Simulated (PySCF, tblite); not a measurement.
# C6H11ClO2: geometry, infrared bands and NMR shifts

Wanted: the infrared bands and NMR shifts of C6H11ClO2 (`CC[C@@](C)(OC)C(=O)Cl`), by calculation.

Programs: tblite 0.8.0 and PySCF 2.14.0, with density-fitted response routines of our own. Each step states its level of theory. These are calculated values for one molecule in the gas phase, unless marked as measured. Atoms are numbered from 0 throughout.

### 1 The molecule as given

20 atoms, charge 0, multiplicity 1; geometry from: force field or distance geometry start.

Bonds of the start (Å): C0–C1 1.53, C1–C2 1.55, C2–C3 1.52, C2–O4 1.45, O4–C5 1.42, C2–C6 1.57, C6–O7 1.23, C6–Cl8 1.74, C0–H9 1.09, C0–H10 1.09, C0–H11 1.09, C1–H12 1.12, C1–H13 1.09, C3–H14 1.11, C3–H15 1.09, C3–H16 1.10, C5–H17 1.10, C5–H18 1.09, C5–H19 1.08.

### 2 Geometry optimisation with GFN2-xTB

The job: settings as JSON, then the geometry in Å.

```
{"job": {"kind": "relax", "xc": "GFN2-xTB", "basis": "xTB"}, "charge": 0, "multiplicity": 1}
C      2.350400     0.635800    -0.339600
C      0.960500     1.085500     0.131400
C     -0.167800     0.039700    -0.014900
C      0.128300    -1.195200     0.824800
O     -1.345700     0.710500     0.504600
C     -2.544500    -0.058400     0.538100
C     -0.306400    -0.351100    -1.524500
O      0.003700    -1.468900    -1.926000
Cl    -0.907200     0.930900    -2.535500
H      2.326300     0.353300    -1.390400
H      3.051600     1.460800    -0.227700
H      2.719900    -0.206000     0.247300
H      1.034100     1.372100     1.208400
H      0.701200     2.007100    -0.384700
H      0.174800    -0.937800     1.899400
H      1.065600    -1.683000     0.556700
H     -0.651400    -1.959700     0.726900
H     -2.499700    -0.789500     1.356900
H     -3.371600     0.626400     0.748700
H     -2.727400    -0.561900    -0.402800
```

Started as:

```console
> OMP_NUM_THREADS=1 python probes_run.py task.json out
```

One launch serves the whole session: the jobs run in the order shown.

**Question.** This job is followed by: GFN2-xTB harmonic vibrations, gas phase; GIAO PBE0/pcSseg-1 NMR shielding, non-relativistic, gas phase. Predict these results of the whole session: strongest single infrared mode (GFN2-xTB); zero-point energy (GFN2-xTB); 13C shifts against TMS (PBE0/pcSseg-1); 1H shifts against TMS (PBE0/pcSseg-1, means over atoms taken as alike); 17O shifts against H2O (PBE0/pcSseg-1); 35Cl shifts against HCl (PBE0/pcSseg-1).

As calculated:

| quantity | value |
| --- | --- |
| strongest single infrared mode (GFN2-xTB) | 1815 cm⁻¹, 353 km/mol |
| zero-point energy (GFN2-xTB) | 101.1 kcal/mol |
| 13C shifts against TMS (PBE0/pcSseg-1) | 193.7, 90.5, 55.2, 38.0, 18.2, 10.3 ppm |
| 1H shifts against TMS (PBE0/pcSseg-1, means over atoms taken as alike) | 3.46, 2.13, 1.60, 1.29, 0.81 ppm |
| 17O shifts against H2O (PBE0/pcSseg-1) | 619.6, 68.2 ppm |
| 35Cl shifts against HCl (PBE0/pcSseg-1) | 416 ppm |

**Reading.** The optimisation took 48 steps and gained 0.233 eV; among the close pairs (by a distance rule), C6–O7 changed most, from 1.228 to 1.186 Å. All 54 modes are real, so the xTB geometry is a minimum. The strongest single mode, at 1815 cm⁻¹, moves mainly C6 and O7. GFN2-xTB is a fitted tight-binding method: band positions and strengths are rough. Its intensities can rank the bands wrongly. H17, H18, H19 (mean) (hydrogen on a methyl carbon bonded to O) lies farthest downfield among hydrogen, at 3.46 ppm; its carbon carries O, which withdraws density. At PBE0/pcSseg-1: Shielding is most anisotropic at O7 (span 952 ppm, paramagnetic term -683 ppm).
